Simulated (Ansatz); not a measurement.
# AlFGeH₄ (SMILES [F][AlH][GeH3]): single points off equilibrium

One table from this session's results is given with a row withheld; the runs are named, their logs left out.

Computed with Ansatz 0.2.0, Gaussian basis. Level: single points in def2-TZVPP.

Cores are frozen in the correlated methods. Filled d shells of the heavier atoms are correlated.

### Starting geometry

SMILES `[F][AlH][GeH3]`, 7 atoms, charge 0, spin multiplicity 1.

Atoms are counted from 1 here; the program's logs count them from 0.

Bond lengths: F1–Al2 1.596 Å, Al2–Ge3 2.392 Å, Al2–H4 1.478 Å, Ge3–H5 1.447 Å, Ge3–H6 1.504 Å, Ge3–H7 1.437 Å. Angles: F1–Al2–Ge3 121.4°, F1–Al2–H4 112.5°, Ge3–Al2–H4 126.1°, Al2–Ge3–H5 116.8°, Al2–Ge3–H6 113.4°, Al2–Ge3–H7 117.8°, H5–Ge3–H6 101.4°, H5–Ge3–H7 102.2°, H6–Ge3–H7 103.1°.

As a file:

```xyz
7
AlFGeH4
F    -1.9829   -1.5263    0.6918
Al   -0.5168   -1.3013    0.1023
Ge    0.4199    0.8905   -0.1028
H     0.1294   -2.5668   -0.3035
H     0.1614    1.5970   -1.3392
H    -0.1106    1.8643    0.9130
H     1.8442    1.0247    0.0315
```

Set-up of the first run:

The input, run/in.yaml:

```yaml
crystal:
  periodic: [false, false, false]
  atoms:
    - {symbol: F, position_ang: [-1.982900, -1.526300, 0.691800]}
    - {symbol: Al, position_ang: [-0.516800, -1.301300, 0.102300]}
    - {symbol: Ge, position_ang: [0.419900, 0.890500, -0.102800]}
    - {symbol: H, position_ang: [0.129400, -2.566800, -0.303500]}
    - {symbol: H, position_ang: [0.161400, 1.597000, -1.339200]}
    - {symbol: H, position_ang: [-0.110600, 1.864300, 0.913000]}
    - {symbol: H, position_ang: [1.844200, 1.024700, 0.031500]}
basis:
  gaussian: {orbitals: def2-TZVPP}
correlation: {method: ccsd_t}
output: {forces: true}
```

No record of the launch command was kept for these runs.

Among the steps run: CCSD(T)/def2-TZVPP; PBE0-D4/def2-TZVPP; wB97M-V/def2-TZVPP; r2SCAN-D4/def2-TZVPP; PBE-D4/def2-TZVPP; r2SCAN0-D4/def2-TZVPP; HSE06-D4/def2-TZVPP.

One of the session's tables, all rows but one given; the rest of the session is left out.

| method | RMS force component (eV/Å) | angle to CCSD(T) forces (°) | dipole (D) |
| --- | --- | --- | --- |
| CCSD(T) | 0.942 | reference | 1.03 |
| PBE0-D4 | 0.962 | 3.9 | 1.10 |
| wB97M-V | 0.947 | 3.4 | 1.05 |
| r2SCAN-D4 | 0.945 | 3.8 | 1.02 |
| PBE-D4 | ? | ? | ? |
| r2SCAN0-D4 | 0.881 | 6.1 | 1.09 |
| HSE06-D4 | 0.964 | 3.9 | 1.09 |

Q: Estimate the row for PBE-D4 from the others.

The run gave: RMS force component (eV/Å): 1.082; angle to CCSD(T) forces (°): 6.4; dipole (D): 1.03. In the column «RMS force component (eV/Å)» it is the highest.
